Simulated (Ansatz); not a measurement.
**C2H8O2Si: from a rough start to a minimum**

The task is to find a stationary geometry of C2H8O2Si, check the end point by its vibrations and derive ideal-gas thermochemistry.

Program: Ansatz 0.2.0, Gaussian basis. Level of theory: RKS PBE0-D4/def2-TZVP. These are calculated values, not measurements.

Levels to be run: relaxation at PBE-D4/def2-SVP; relaxation at PBE0-D4/def2-TZVP; harmonic vibrations at the same level.

1 further run of the same task is left out (set aside as unsound or not needed).

### Step 1. Where the work starts

SMILES `CC[SiH](O)O`, 13 atoms, charge 0, spin multiplicity 1.

Atoms are counted from 1 here; the program's logs count them from 0.

Bond lengths: C1–C2 1.493 Å, C1–H6 1.175 Å, C1–H7 1.070 Å, C1–H8 1.082 Å, C2–Si3 1.892 Å, C2–H9 1.096 Å, C2–H10 1.105 Å, Si3–O4 1.731 Å, Si3–O5 1.632 Å, Si3–H11 1.463 Å, O4–H12 0.945 Å, O5–H13 1.018 Å. Angles: C2–C1–H6 109.2°, C2–C1–H7 113.3°, C2–C1–H8 111.7°, H6–C1–H7 105.5°, H6–C1–H8 104.9°, H7–C1–H8 111.6°, C1–C2–Si3 116.4°, C1–C2–H9 105.0°, C1–C2–H10 108.4°, Si3–C2–H9 111.5°, Si3–C2–H10 110.0°, H9–C2–H10 104.8°, C2–Si3–O4 109.4°, C2–Si3–O5 112.7°, C2–Si3–H11 107.9°, O4–Si3–O5 107.3°, O4–Si3–H11 110.6°, O5–Si3–H11 108.9° and more.

Geometry (Å):

| atom | x (Å) | y (Å) | z (Å) |
| --- | --- | --- | --- |
| C1 | -0.44280 | -0.06520 | 1.71220 |
| C2 | 0.62070 | -0.10120 | 0.66560 |
| Si3 | 0.03470 | -0.28830 | -1.12320 |
| O4 | 1.40930 | -0.36500 | -2.17270 |
| O5 | -0.88630 | 0.96380 | -1.61930 |
| H6 | -1.14630 | 0.85480 | 1.51690 |
| H7 | -1.08280 | -0.92240 | 1.69440 |
| H8 | -0.02930 | 0.10390 | 2.69780 |
| H9 | 1.28080 | -0.92520 | 0.96100 |
| H10 | 1.24070 | 0.80750 | 0.76760 |
| H11 | -0.75010 | -1.51930 | -1.21190 |
| H12 | 1.64480 | 0.48810 | -2.50410 |
| H13 | -1.87300 | 0.93370 | -1.36970 |

The start is a force-field geometry with small random shifts, so a cheaper pass at PBE-D4/def2-SVP comes first.

### Step 2. Relaxation at PBE-D4/def2-SVP (cheap first pass)

Input file in.yaml:

```yaml
crystal:
  periodic: [false, false, false]
  atoms:
    - {symbol: C, position_ang: [-0.442800, -0.065200, 1.712200]}
    - {symbol: C, position_ang: [0.620700, -0.101200, 0.665600]}
    - {symbol: Si, position_ang: [0.034700, -0.288300, -1.123200]}
    - {symbol: O, position_ang: [1.409300, -0.365000, -2.172700]}
    - {symbol: O, position_ang: [-0.886300, 0.963800, -1.619300]}
    - {symbol: H, position_ang: [-1.146300, 0.854800, 1.516900]}
    - {symbol: H, position_ang: [-1.082800, -0.922400, 1.694400]}
    - {symbol: H, position_ang: [-0.029300, 0.103900, 2.697800]}
    - {symbol: H, position_ang: [1.280800, -0.925200, 0.961000]}
    - {symbol: H, position_ang: [1.240700, 0.807500, 0.767600]}
    - {symbol: H, position_ang: [-0.750100, -1.519300, -1.211900]}
    - {symbol: H, position_ang: [1.644800, 0.488100, -2.504100]}
    - {symbol: H, position_ang: [-1.873000, 0.933700, -1.369700]}
basis:
  gaussian: {orbitals: def2-SVP}
hamiltonian: {xc: pbe, dispersion: d4}
relax: {f_tol: 0.03, max_steps: 200}
```

Output, shortened:

```text
Functional definition: PBE
  name "PBE"
  cite "Perdew, Burke & Ernzerhof, Phys. Rev. Lett. 77, 3865 (1996) doi:10.1103/PhysRevLett.77.3865"
  parent pbe
[...]
1262 factors; their error is unknown
[...]
mean field -14159.40397583 eV, -520.3484985230 hartree, gradient 2.2e-5 eV, S^2 0.000000; 0 other end points of the search recorded, 0 dependent functions left out
[...]
reference -14159.40401075 eV, -520.3484998062 hartree; 25, 25 occupied and 89, 89 virtual orbitals, 1262 factors
relax step   1: F+E_penalty+E_count = -14159.65126883 eV  Δ(F+E_penalty+E_count) = +0.000e0 eV  max|allowed force component| = 2.845e0 eV/Å  Δτ_max = 0.0000 Å  (29 SCF iters, accepted)
[...]
relax step   5: F+E_penalty+E_count = -14160.03026667 eV  Δ(F+E_penalty+E_count) = -2.771e-3 eV  max|allowed force component| = 3.919e-2 eV/Å  Δτ_max = 0.0153 Å  (30 SCF iters, accepted)
[...]
relax step   9: F+E_penalty+E_count = -14160.03519359 eV  Δ(F+E_penalty+E_count) = -2.550e-4 eV  max|allowed force component| = 9.166e-1 eV/Å  Δτ_max = 0.0992 Å  (29 SCF iters, accepted)
[...]
relax step  13: F+E_penalty+E_count = -14160.12609208 eV  Δ(F+E_penalty+E_count) = -1.406e-2 eV  max|allowed force component| = 1.838e-1 eV/Å  Δτ_max = 0.1000 Å  (30 SCF iters, accepted)
[...]
mean field -14159.88958922 eV, -520.3663444859 hartree, gradient 1.7e-5 eV, S^2 0.000000; 1 other end points of the search recorded, 0 dependent functions left out
[...]
reference -14159.88962503 eV, -520.3663458020 hartree; 25, 25 occupied and 89, 89 virtual orbitals, 1262 factors
Total energy: -14160.13817548 eV, -520.3754798626 hartree
Atom 0 at    -0.417800    -0.033868     1.772898 Å, force    -0.001233     0.009052    -0.000481 eV/Å
Atom 1 at     0.643067    -0.073683     0.662765 Å, force    -0.001272     0.001840     0.002511 eV/Å
Atom 2 at    -0.062275    -0.290615    -1.065063 Å, force    -0.006046    -0.002219    -0.007088 eV/Å
Atom 3 at     1.133675    -0.337685    -2.248370 Å, force    -0.000194    -0.000962     0.001461 eV/Å
Atom 4 at    -1.113339     1.011873    -1.258204 Å, force     0.003529    -0.002251    -0.002507 eV/Å
Atom 5 at    -1.127866     0.802244     1.611904 Å, force    -0.000102    -0.002978     0.001404 eV/Å
Atom 6 at    -1.015199    -0.969149     1.799654 Å, force     0.003136    -0.005553    -0.002553 eV/Å
Atom 7 at     0.035434     0.094697     2.777403 Å, force     0.004361    -0.000464    -0.000281 eV/Å
Atom 8 at     1.373366    -0.894928     0.833875 Å, force    -0.003466    -0.005669     0.004837 eV/Å
Atom 9 at     1.241493     0.865331     0.665550 Å, force     0.000515     0.004084     0.001492 eV/Å
Atom 10 at    -0.778529    -1.598045    -1.255445 Å, force     0.002665     0.003418     0.000717 eV/Å
Atom 11 at     1.762112     0.405086    -2.215562 Å, force    -0.001840     0.000460     0.000134 eV/Å
Atom 12 at    -1.653739     0.983942    -2.066807 Å, force    -0.000054     0.001243     0.000354 eV/Å
Dipole moment:     0.066442     0.177946    -0.021969 e Å
```

It took 27 s on 4 threads, shared host.

Step by step: (the energy doesn't fall at every step)

| step | energy from step 1 (eV) | largest force component (eV/Å) |
| --- | --- | --- |
| 1 | 0.0000 | 2.8450 |
| 2 | -0.3231 | 1.2860 |
| 3 | -0.3750 | 0.2371 |
| 4 | -0.3762 | 0.1997 |
| 5 | -0.3790 | 0.0392 |
| 6 | -0.3802 | 0.0652 |
| 7 | -0.3782 | 0.8401 |
| 8 | -0.3837 | 0.1681 |
| 9 | -0.3839 | 0.9166 |
| 10 | -0.4229 | 0.3113 |
| 11 | -0.4608 | 0.3096 |
| 12 | -0.4541 | 0.3560 |
| 13 | -0.4748 | 0.1838 |
| 14 | -0.4827 | 0.0996 |
| 15 | -0.4844 | 0.3520 |
| 16 | -0.4820 | 0.1887 |
| 17 | -0.4867 | 0.0312 |
| 18 | -0.4869 | 0.0091 |

Distances of close pairs at the start and the end, largest changes first:

| bond | before (Å) | after (Å) | change (Å) |
| --- | --- | --- | --- |
| C1–H6 | 1.175 | 1.109 | -0.066 |
| Si3–O5 | 1.632 | 1.685 | +0.053 |
| Si3–O4 | 1.731 | 1.683 | -0.048 |
| O5–H13 | 1.018 | 0.973 | -0.045 |
| C1–C2 | 1.493 | 1.536 | +0.043 |
| Si3–H11 | 1.463 | 1.503 | +0.040 |
| C1–H7 | 1.070 | 1.110 | +0.040 |
| O4–H12 | 0.945 | 0.974 | +0.028 |

### Step 3. Relaxation at PBE0-D4/def2-TZVP

Input file in.yaml:

```yaml
crystal:
  periodic: [false, false, false]
  atoms:
    - {symbol: C, position_ang: [-0.417800, -0.033868, 1.772898]}
    - {symbol: C, position_ang: [0.643067, -0.073683, 0.662765]}
    - {symbol: Si, position_ang: [-0.062275, -0.290615, -1.065063]}
    - {symbol: O, position_ang: [1.133675, -0.337685, -2.248370]}
    - {symbol: O, position_ang: [-1.113339, 1.011873, -1.258204]}
    - {symbol: H, position_ang: [-1.127866, 0.802244, 1.611904]}
    - {symbol: H, position_ang: [-1.015199, -0.969149, 1.799654]}
    - {symbol: H, position_ang: [0.035434, 0.094697, 2.777403]}
    - {symbol: H, position_ang: [1.373366, -0.894928, 0.833875]}
    - {symbol: H, position_ang: [1.241493, 0.865331, 0.665550]}
    - {symbol: H, position_ang: [-0.778529, -1.598045, -1.255445]}
    - {symbol: H, position_ang: [1.762112, 0.405086, -2.215562]}
    - {symbol: H, position_ang: [-1.653739, 0.983942, -2.066807]}
basis:
  gaussian: {orbitals: def2-TZVP}
hamiltonian: {xc: pbe0, dispersion: d4}
relax: {f_tol: 0.005, max_steps: 150}
```

Output, shortened:

```text
Functional definition: PBE0
  name "PBE0"
  cite "Adamo & Barone, J. Chem. Phys. 110, 6158 (1999) doi:10.1063/1.478522"
  cite "Perdew, Burke & Ernzerhof, Phys. Rev. Lett. 77, 3865 (1996) doi:10.1103/PhysRevLett.77.3865"
  parent pbe
[...]
1282 factors; their error is unknown
[...]
mean field -14171.68717541 eV, -520.7998977818 hartree, gradient 2.3e-5 eV, S^2 0.000000; 0 other end points of the search recorded, 0 dependent functions left out
[...]
reference -14171.68720845 eV, -520.7998989961 hartree; 25, 25 occupied and 184, 184 virtual orbitals, 1282 factors
relax step   1: F+E_penalty+E_count = -14171.89671922 eV  Δ(F+E_penalty+E_count) = +0.000e0 eV  max|allowed force component| = 8.595e-1 eV/Å  Δτ_max = 0.0000 Å  (28 SCF iters, accepted)
[...]
Atom 3 at     1.111230    -0.348234    -2.207257 Å, force    -0.000033     0.004755    -0.000167 eV/Å
Atom 4 at    -1.079285     0.992834    -1.266651 Å, force     0.001252     0.000761     0.003195 eV/Å
Atom 5 at    -1.126378     0.775096     1.612552 Å, force     0.000860    -0.000575     0.000053 eV/Å
Atom 6 at    -0.995148    -0.973784     1.770076 Å, force    -0.000273     0.000603     0.001652 eV/Å
Atom 7 at     0.027755     0.073122     2.750128 Å, force    -0.001616     0.000096    -0.000488 eV/Å
Atom 8 at     1.366210    -0.862148     0.834476 Å, force    -0.001823     0.000741    -0.000618 eV/Å
Atom 9 at     1.215861     0.875792     0.678438 Å, force    -0.000655    -0.000527    -0.001861 eV/Å
Atom 10 at    -0.779457    -1.565734    -1.212580 Å, force    -0.001401     0.000788     0.003345 eV/Å
Atom 11 at     1.728071     0.383546    -2.258274 Å, force     0.000483    -0.002780    -0.000288 eV/Å
Atom 12 at    -1.615058     0.996932    -2.060772 Å, force    -0.000046    -0.000579    -0.001029 eV/Å
Dipole moment:     0.066772     0.181108    -0.021339 e Å
```

It took 37 s on 4 threads, shared host; peak memory 0.54 GiB.

Relaxation path:

| step | energy from step 1 (eV) | largest force component (eV/Å) |
| --- | --- | --- |
| 1 | 0.0000 | 0.8595 |
| 2 | -0.0647 | 0.5101 |
| 3 | -0.0809 | 0.0897 |
| 4 | -0.0817 | 0.2815 |
| 5 | -0.0835 | 0.0525 |
| 6 | -0.0836 | 0.0300 |
| 7 | -0.0836 | 0.0422 |
| 8 | -0.0838 | 0.0162 |
| 9 | -0.0839 | 0.0049 |

Distances of close pairs at the start and the end, largest changes first:

| bond | before (Å) | after (Å) | change (Å) |
| --- | --- | --- | --- |
| Si3–O5 | 1.685 | 1.648 | -0.037 |
| Si3–O4 | 1.683 | 1.646 | -0.037 |
| C2–Si3 | 1.879 | 1.859 | -0.020 |
| Si3–H11 | 1.503 | 1.485 | -0.018 |
| C1–H6 | 1.109 | 1.092 | -0.017 |
| C1–H8 | 1.109 | 1.093 | -0.017 |
| C1–H7 | 1.110 | 1.093 | -0.017 |
| C2–H10 | 1.113 | 1.097 | -0.017 |

Mulliken charges at the end point, from the run's report:

C1 -0.38; C2 -0.32; Si3 0.57; O4 -0.53; O5 -0.52; H6 0.14; H7 0.12; H8 0.12; H9 0.12; H10 0.11; H11 -0.07; H12 0.32; H13 0.32

### Step 4. Vibrations by finite differences

Input file in.yaml:

```yaml
crystal:
  periodic: [false, false, false]
  atoms:
    - {symbol: C, position_ang: [-0.419631, -0.044046, 1.760076]}
    - {symbol: C, position_ang: [0.641464, -0.058574, 0.661661]}
    - {symbol: Si, position_ang: [-0.055235, -0.279602, -1.047276]}
    - {symbol: O, position_ang: [1.111230, -0.348234, -2.207257]}
    - {symbol: O, position_ang: [-1.079285, 0.992834, -1.266651]}
    - {symbol: H, position_ang: [-1.126378, 0.775096, 1.612552]}
    - {symbol: H, position_ang: [-0.995148, -0.973784, 1.770076]}
    - {symbol: H, position_ang: [0.027755, 0.073122, 2.750128]}
    - {symbol: H, position_ang: [1.366210, -0.862148, 0.834476]}
    - {symbol: H, position_ang: [1.215861, 0.875792, 0.678438]}
    - {symbol: H, position_ang: [-0.779457, -1.565734, -1.212580]}
    - {symbol: H, position_ang: [1.728071, 0.383546, -2.258274]}
    - {symbol: H, position_ang: [-1.615058, 0.996932, -2.060772]}
basis:
  gaussian: {orbitals: def2-TZVP}
hamiltonian: {xc: pbe0, dispersion: d4}
phonons: {temperatures: {t_min: 298.15, t_max: 900, t_step: 200}}
```

Output, shortened:

```text
Functional definition: PBE0
  name "PBE0"
  cite "Adamo & Barone, J. Chem. Phys. 110, 6158 (1999) doi:10.1063/1.478522"
  cite "Perdew, Burke & Ernzerhof, Phys. Rev. Lett. 77, 3865 (1996) doi:10.1103/PhysRevLett.77.3865"
  parent pbe
[...]
1282 factors; their error is unknown
[...]
mean field -14171.76967976 eV, -520.8029297609 hartree, gradient 1.9e-5 eV, S^2 0.000000; 0 other end points of the search recorded, 0 dependent functions left out
[...]
reference -14171.76971234 eV, -520.8029309581 hartree; 25, 25 occupied and 184, 184 virtual orbitals, 1282 factors
[...]
1282 factors; their error is unknown
mean field -14171.76951900 eV, -520.8029238529 hartree, gradient 1.5e-6 eV, S^2 0.000000; 0 other end points of the search recorded, 0 dependent functions left out
[...]
reference -14171.76955159 eV, -520.8029250503 hartree; 25, 25 occupied and 184, 184 virtual orbitals, 1282 factors
[...]
Atom 6 at    -0.995148    -0.973784     1.770076 Å, force    -0.000276     0.000613     0.001651 eV/Å
Atom 7 at     0.027755     0.073122     2.750128 Å, force    -0.001615     0.000096    -0.000483 eV/Å
Atom 8 at     1.366210    -0.862148     0.834476 Å, force    -0.001821     0.000736    -0.000606 eV/Å
Atom 9 at     1.215861     0.875792     0.678438 Å, force    -0.000661    -0.000539    -0.001857 eV/Å
Atom 10 at    -0.779457    -1.565734    -1.212580 Å, force    -0.001392     0.000800     0.003345 eV/Å
Atom 11 at     1.728071     0.383546    -2.258274 Å, force     0.000495    -0.002772    -0.000290 eV/Å
Atom 12 at    -1.615058     0.996932    -2.060772 Å, force    -0.000040    -0.000579    -0.001027 eV/Å
Dipole moment:     0.066772     0.181108    -0.021339 e Å
Vibrations: 72.02 147.56 189.10 230.68 259.26 305.46 341.09 376.40 649.05 678.62 788.08 791.31 842.74 890.84 908.72 935.73 984.59 989.22 1049.78 1259.65 1271.59 1406.63 1439.46 1496.09 1499.08 2225.80 3035.96 3046.19 3079.07 3111.77 3127.70 3918.06 3924.92 cm⁻¹, zero-point energy 2.806521 eV
```

Run time: 3.3 min. Hardware: 4 threads, shared host; peak memory 0.57 GiB.

Motions are named by where the mode's potential energy lies. Wavenumbers, unscaled:

| mode | cm⁻¹ | motion |
| --- | --- | --- |
| 1 | 72 | torsion |
| 2 | 148 | bend |
| 3 | 189 | torsion |
| 4 | 231 | torsion with bend |
| 5 | 259 | torsion |
| 6 | 305 | torsion with bend |
| 7 | 341 | bend with torsion |
| 8 | 376 | torsion with bend |
| 9 | 649 | torsion with bend |
| 10 | 679 | Si–C stretch with bend |
| 11 | 788 | bend |
| 12 | 791 | bend |
| 13 | 843 | Si–O stretch with torsion |
| 14 | 891 | bend with torsion |
| 15 | 909 | bend with Si–O stretch |
| 16 | 936 | Si–O stretch with bend |
| 17 | 985 | bend with torsion |
| 18 | 989 | bend with torsion |
| 19 | 1050 | C–C stretch with bend |
| 20 | 1260 | bend |
| 21 | 1272 | bend |
| 22 | 1407 | bend |
| 23 | 1439 | bend |
| 24 | 1496 | bend |
| 25 | 1499 | bend |
| 26 | 2226 | Si–H stretch |
| 27 | 3036 | C–H stretch |
| 28 | 3046 | C–H stretch |
| 29 | 3079 | C–H stretch |
| 30 | 3112 | C–H stretch |
| 31 | 3128 | C–H stretch |
| 32 | 3918 | O–H stretch |
| 33 | 3925 | O–H stretch |

From these modes and the moments of inertia (298.15 K, 1 bar, symmetry number 1):

| term | value |
| --- | --- |
| zero-point energy | 270.8 kJ/mol |
| H(298) − E | 293.6 kJ/mol |
| entropy, translation | 165.3 J/(mol K) |
| entropy, rotation | 111.4 J/(mol K) |
| entropy, vibration | 76.7 J/(mol K) |
| entropy, total | 353.3 J/(mol K) |

### Step 5. What came out

| quantity | value |
| --- | --- |
| point group | C1 |
| steps | 18 + 9 |
| shift from the start (rms) | 0.275 Å |
| total energy | -14171.9806 eV |
| dispersion term | -211 meV |
| dipole moment | 0.93 D |
| lowest, highest wavenumber | 72, 3925 cm⁻¹ |
| zero-point energy | 270.8 kJ/mol |
| entropy at 298.15 K | 353.3 J/(mol K) |

The relaxed geometry lies 0.27 Å (rms) from the start; the bond that changed most is Si3–O4, from 1.731 to 1.646 Å. No mode is imaginary: a true minimum at this level. The stiffest mode, 3925 cm⁻¹, is an O–H stretch, and 3 modes under 200 cm⁻¹ make the vibrational entropy uncertain. Harmonic hybrid wavenumbers usually lie a few per cent above measured fundamentals. The largest Mulliken charge, +0.57 e, sits on Si3.
